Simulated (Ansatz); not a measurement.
## CH₃AlBr, SMILES [CH3][Al][Br]: vertical and adiabatic energies of changing the electron count

Computed with Ansatz 0.2.0, Python API.

`ch3albr_adiabatic.py`:
```python
"""Vertical and adiabatic ionisation of CH3AlBr."""

import itertools

import ansatz as az
from ase.data import atomic_numbers, covalent_radii
import numpy as np


def main() -> None:
    geometry_ang = [
        ("C", (-0.3858, 0.4911, -0.306)),
        ("Al", (1.1068, -0.7234, -0.2996)),
        ("Br", (1.4079, -2.158, 1.5454)),
        ("H", (0.0121, 1.5892, -0.3943)),
        ("H", (-1.0167, 0.409, 0.5998)),
        ("H", (-1.0822, 0.3281, -1.1915)),
    ]
    mol = az.Crystal.molecule()
    for symbol, xyz in geometry_ang:
        mol = mol.atom(symbol, xyz)

    base = (
        mol.calculation()
        .basis(gaussian="def2-SVP")  # atom-centred Gaussian functions
        .functional("b3lyp", dispersion="d4")
        .spin("collinear", total=1)
        .accuracy("medium")
        .scf(lower_state_search="off")
    )
    symbols = [site.symbol for site in mol.cartesian_sites]
    start = np.array([site.position_ang for site in mol.cartesian_sites], dtype=float)
    data = base.relax(force_tolerance=0.01, max_steps=100).run(threads=1).report
    end = np.array(data["positions_ang"])

    minimum = az.Crystal.molecule()
    for symbol, place in zip(symbols, end):
        minimum = minimum.atom(symbol, place.tolist())
    ion = minimum.calculation()
    ion = ion.basis(gaussian="def2-SVP")
    ion = ion.functional("b3lyp", dispersion="d4")
    ion = ion.accuracy("medium")
    ion = ion.scf(lower_state_search="off")
    ion = ion.charge(1)
    vertical = ion.run(threads=1).report
    settled = ion.relax(force_tolerance=0.01, max_steps=80).run(threads=1).report
    print(f"vertical ionisation energy   {vertical['free_energy_ev'] - data['free_energy_ev']:.3f} eV")
    print(f"adiabatic, no zero point     {settled['free_energy_ev'] - data['free_energy_ev']:.3f} eV")
    print(f"relaxation energy of the ion {vertical['free_energy_ev'] - settled['free_energy_ev']:.3f} eV")
    ionised = np.array(settled["positions_ang"])
    # pairs closer than 1.2 times the sum of covalent radii, before or after
    radius = [covalent_radii[atomic_numbers[s]] for s in symbols]
    span = lambda where, i, j: np.linalg.norm(where[i] - where[j])
    bonded = [(i, j) for i, j in itertools.combinations(range(len(symbols)), 2) if min(span(end, i, j), span(ionised, i, j)) < 1.2 * (radius[i] + radius[j])]
    print("pair        before    after (A)")
    for i, j in bonded:
        print(f"{symbols[i]}{i}-{symbols[j]}{j}".ljust(10), f"{span(end, i, j):8.4f} {span(ionised, i, j):8.4f}")


if __name__ == "__main__":
    main()
```

```console
$ python ch3albr_adiabatic.py
vertical ionisation energy   7.778 eV
adiabatic, no zero point     6.896 eV
relaxation energy of the ion 0.882 eV
pair        before    after (A)
C0-Al1       1.9802   1.9144
C0-H3        1.1032   1.1023
C0-H4        1.1022   1.1025
C0-H5        1.1031   1.1023
Al1-Br2      2.3016   2.1709
```

Notes:
- These settings explore the input space; basis and method may be short of convergence.
- The energies are electronic: no zero-point or thermal terms, and the basis set is short of its limit. The product may relax into another structure. The relaxation finds the nearest minimum, so the adiabatic value is an upper bound.
- The species is open-shell (spin multiplicity 2).
- b3lyp holds the VWN-RPA fit, as in Gaussian; the form of ORCA and Turbomole is b3lyp5.
- Only the spin states typed were run; another state of an ion can lie lower, by up to an eV or two.
- Wall time of the script: 37 s on 1 thread of Arm Neoverse V1 (shared host), peak memory 0.25 GiB.
